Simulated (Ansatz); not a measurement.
# Sn5P6O25: the cost of one run

Method: DFT, PBE, plane-wave PAW, default files, scalar-relativistic, as far as a step names no other, in Ansatz 0.2.0.

### Step 1. The starting structure

It takes space group R-3 (No. 148, trigonal). The conventional cell has a = 8.478 Å, b = 8.478 Å, c = 26.502 Å, α = 90.00°, β = 90.00°, γ = 120.00°. Around Sn (site symmetry 3) lie 6 O at 2.04 to 2.09 Å. Sn (site symmetry 3) is surrounded by 4 O at 1.90 to 1.97 Å. Sn (site symmetry -3) is surrounded by 6 O at 2.06 Å. P (site symmetry 1) is surrounded by 4 O at 1.52 to 1.59 Å. O (site symmetry 1) is surrounded by 1 P at 1.53 Å and 1 Sn at 2.06 Å. O (site symmetry 1) has 1 P at 1.55 Å and 1 Sn at 2.09 Å as nearest neighbours. O (site symmetry 1) has 1 P at 1.59 Å and 1 Sn at 1.97 Å as nearest neighbours. O (site symmetry 1) is surrounded by 1 P at 1.52 Å and 1 Sn at 2.04 Å. Only part of the 9 independent sites is listed.

As a file:

```
Sn P O
1.0
     4.23893    2.44735    8.83399
    -4.23893    2.44735    8.83399
     0.00000   -4.89469    8.83399
Sn P O
5 6 25
Direct
  0.17313 0.17313 0.17313
  0.82687 0.82687 0.82687
  0.42826 0.42826 0.42826
  0.57174 0.57174 0.57174
  0.00000 0.00000 0.00000
  0.93894 0.17930 0.61365
  0.82070 0.38635 0.06106
  0.38635 0.06106 0.82070
  0.61365 0.93894 0.17930
  0.17930 0.61365 0.93894
  0.06106 0.82070 0.38635
  0.72613 0.04468 0.09986
  0.78536 0.10319 0.72628
  0.89681 0.27372 0.21464
  0.90014 0.27387 0.95532
  0.83278 0.40136 0.55814
  0.43724 0.08775 0.13593
  0.86407 0.56276 0.91225
  0.44186 0.16722 0.59864
  0.59864 0.44186 0.16722
  0.95532 0.90014 0.27387
  0.27372 0.21464 0.89681
  0.91225 0.86407 0.56276
  0.50000 0.50000 0.50000
  0.08775 0.13593 0.43724
  0.72628 0.78536 0.10319
  0.04468 0.09986 0.72613
  0.40136 0.55814 0.83278
  0.55814 0.83278 0.40136
  0.13593 0.43724 0.08775
  0.56276 0.91225 0.86407
  0.16722 0.59864 0.44186
  0.09986 0.72613 0.04468
  0.10319 0.72628 0.78536
  0.21464 0.89681 0.27372
  0.27387 0.95532 0.90014
```

### Step 2. Gradients at the starting positions

input.yaml reads:

```yaml
crystal:
  lattice:
    - [4.2389289027, 2.4473467431, 8.8339899193]
    - [-4.2389289027, 2.4473467431, 8.8339899193]
    - [0.0, -4.8946934861, 8.8339899193]
  atoms:
    - { symbol: Sn, position: [0.173132, 0.173132, 0.173132] }
    - { symbol: Sn, position: [0.826868, 0.826868, 0.826868] }
    - { symbol: Sn, position: [0.428261, 0.428261, 0.428261] }
    - { symbol: Sn, position: [0.571739, 0.571739, 0.571739] }
    - { symbol: Sn, position: [0.0, 0.0, 0.0] }
    - { symbol: P, position: [0.938938, 0.179298, 0.61365] }
    - { symbol: P, position: [0.820702, 0.38635, 0.061062] }
    - { symbol: P, position: [0.38635, 0.061062, 0.820702] }
    - { symbol: P, position: [0.61365, 0.938938, 0.179298] }
    - { symbol: P, position: [0.179298, 0.61365, 0.938938] }
    - { symbol: P, position: [0.061062, 0.820702, 0.38635] }
    - { symbol: O, position: [0.726132, 0.04468, 0.09986] }
    - { symbol: O, position: [0.785363, 0.103189, 0.726281] }
    - { symbol: O, position: [0.896811, 0.273719, 0.214637] }
    - { symbol: O, position: [0.90014, 0.273868, 0.95532] }
    - { symbol: O, position: [0.83278, 0.401358, 0.558137] }
    - { symbol: O, position: [0.437239, 0.087753, 0.135928] }
    - { symbol: O, position: [0.864072, 0.562761, 0.912247] }
    - { symbol: O, position: [0.441863, 0.16722, 0.598642] }
    - { symbol: O, position: [0.598642, 0.441863, 0.16722] }
    - { symbol: O, position: [0.95532, 0.90014, 0.273868] }
    - { symbol: O, position: [0.273719, 0.214637, 0.896811] }
    - { symbol: O, position: [0.912247, 0.864072, 0.562761] }
    - { symbol: O, position: [0.5, 0.5, 0.5] }
    - { symbol: O, position: [0.087753, 0.135928, 0.437239] }
    - { symbol: O, position: [0.726281, 0.785363, 0.103189] }
    - { symbol: O, position: [0.04468, 0.09986, 0.726132] }
    - { symbol: O, position: [0.401358, 0.558137, 0.83278] }
    - { symbol: O, position: [0.558137, 0.83278, 0.401358] }
    - { symbol: O, position: [0.135928, 0.437239, 0.087753] }
    - { symbol: O, position: [0.562761, 0.912247, 0.864072] }
    - { symbol: O, position: [0.16722, 0.598642, 0.441863] }
    - { symbol: O, position: [0.09986, 0.726132, 0.04468] }
    - { symbol: O, position: [0.103189, 0.726281, 0.785363] }
    - { symbol: O, position: [0.214637, 0.896811, 0.273719] }
    - { symbol: O, position: [0.273868, 0.95532, 0.90014] }
kpoints:
  mp_grid: { grid: [3, 3, 3] }
scf:
  occupations: { method: fermi_dirac, width: 0.02 }
hamiltonian:
  xc: pbe
  pseudopotentials: { kind: paw }
output:
  forces: true
  stress: true
  populations: true
  efg:
    quadrupole_moments_barn: { Sn: -0.132, O: -0.02558 }
    contact_densities: true
```

Started as:

```sh
> ansatz run input.yaml --threads 1 --pin off --max-ram 2560MiB --backend cpu --events-out ev --progress --plain --runs-dir out
```

Q: Estimate wall time and peak memory on 1 thread of Intel Xeon 6975P-C (Granite Rapids), shared host.

About 37 s, with a peak of 1.2 GiB.
